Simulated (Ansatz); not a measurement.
# CdFH2N: one species, many methods

Aim: compute CdFH2N with functionals from several rungs and with coupled cluster, and see how far each lands from CCSD(T) at the basis-set limit for the atomisation energy.

Program: Ansatz 0.2.0, Gaussian basis. Level of theory: functionals in def2-TZVPP, the program's frozen cores in correlated methods. These are calculated values, not measurements.

The runs, in order: LDA (SPW92), PBE-D4, revPBE-D4, BLYP-D4, r2SCAN-D4, B97M-V, PBE0-D4, B3LYP-D4, r2SCANh-D4, r2SCAN0-D4, HSE06-D4, BHLYP-D4, CAM-B3LYP-D4, LC-ωPBE, ωB97X-V, ωB97M-V, B2PLYP, PBE-QIDH; CCSD(T)/def2-SVP; CCSD(T)/def2-TZVPP; MP2/def2-QZVPP; extrapolation to the limit; RPA on PBE.

## (1) The geometry

The geometry comes from an earlier relaxation with PBE0-D4 in a triple-zeta def2 set; it is a stationary point. Cd takes the def2 core potential; no spin-orbit term is included.

SMILES `[NH2][Cd][F]`, 5 atoms, charge 0, spin multiplicity 1.

Atoms are counted from 1 here; the program's logs count them from 0.

Bond lengths: N1–Cd2 1.998 Å, N1–H4 1.014 Å, N1–H5 1.014 Å, Cd2–F3 1.935 Å. Angles: Cd2–N1–H4 110.9°, Cd2–N1–H5 110.9°, H4–N1–H5 106.1°, N1–Cd2–F3 175.2°.

## (2) LDA

This LDA is Slater exchange with PW92 correlation.

The input, in.yaml:

```yaml
crystal:
  periodic: [false, false, false]
  atoms:
    - {symbol: N, position_ang: [-0.333383, 0.921974, -0.346301]}
    - {symbol: Cd, position_ang: [0.604673, -0.740252, 0.245397]}
    - {symbol: F, position_ang: [1.652154, -2.274900, 0.787060]}
    - {symbol: H, position_ang: [-0.955619, 0.728621, -1.123765]}
    - {symbol: H, position_ang: [-0.917924, 1.290757, 0.396209]}
basis:
  gaussian: {orbitals: def2-TZVPP}
hamiltonian: {xc: lda}
output: {orbitals: {seedname: orbitals}}
```

The runs that follow: PBE-D4 (GGA); revPBE-D4 (GGA); BLYP-D4 (GGA); r2SCAN-D4 (meta-GGA); B97M-V (meta-GGA); PBE0-D4 (hybrid); B3LYP-D4 (hybrid); r2SCANh-D4 (hybrid); r2SCAN0-D4 (hybrid); HSE06-D4 (hybrid); BHLYP-D4 (hybrid); CAM-B3LYP-D4 (range-separated); LC-ωPBE-D4 (range-separated); ωB97X-V (range-separated); ωB97M-V (range-separated); B2PLYP (double hybrid); PBE-QIDH (double hybrid); CCSD(T) in def2-SVP; CCSD(T) in def2-TZVPP; MP2 in def2-QZVPP; RPA on PBE orbitals.

Q: Predict the results of all the runs planned. Wanted: atomisation energy, CCSD(T)/CBS; farthest beyond LDA; mean size of error, GGA; mean size of error, meta-GGA; mean size of error, hybrid; mean size of error, range-separated; mean size of error, double hybrid; gap, smallest and largest; T1 diagnostic.

The runs gave:

| quantity | value |
| --- | --- |
| atomisation energy, CCSD(T)/CBS | 310.2 kcal/mol |
| functionals within 1.6 kcal/mol (0.5 %) | BLYP-D4, r2SCAN-D4, CAM-B3LYP-D4 |
| farthest beyond LDA | BHLYP-D4 (-22.0 kcal/mol) |
| mean size of error, GGA | 4.3 kcal/mol |
| mean size of error, meta-GGA | 3.1 kcal/mol |
| mean size of error, hybrid | 9.3 kcal/mol |
| mean size of error, range-separated | 3.3 kcal/mol |
| mean size of error, double hybrid | 8.3 kcal/mol |
| gap, smallest and largest | 3.78 eV (BLYP-D4), 11.00 eV (LC-ωPBE) |
| T1 diagnostic | 0.0159 |
| triples share of the correlation energy | 3.0 % |

In words: The LDA atomisation energy is off by 58.4 kcal/mol (19 %): it overbinds. PBE-D4 misses by +8.6 kcal/mol. Double hybrids carry the basis error of their MP2 part in triple zeta, and no dispersion term here, so their miss is partly the set-up's. By mean error the best rung here is meta-GGA (3.1 kcal/mol) and the worst beyond LDA is hybrid (9.3 kcal/mol). The gap between the best rungs is small, so their order is not settled. The mean of the hybrids holds BHLYP, with half exact exchange. Misses under about 1.6 kcal/mol are within the doubt on the reference itself, which lacks core-valence correlation, spin-orbit coupling and higher excitations. All levels share the lack of spin-orbit coupling, which lowers the free heavy atoms and so the true binding. Hartree-Fock recovers 59 % of the binding; the rest is correlation. CCSD(T) in def2-SVP is off by -33.0 kcal/mol, which most functionals beat. The gap grows from 3.8 to 11.0 eV across the functionals, mostly with the share of exact exchange. Correlated methods include outer-core shells of Cd, which these sets cover unevenly.
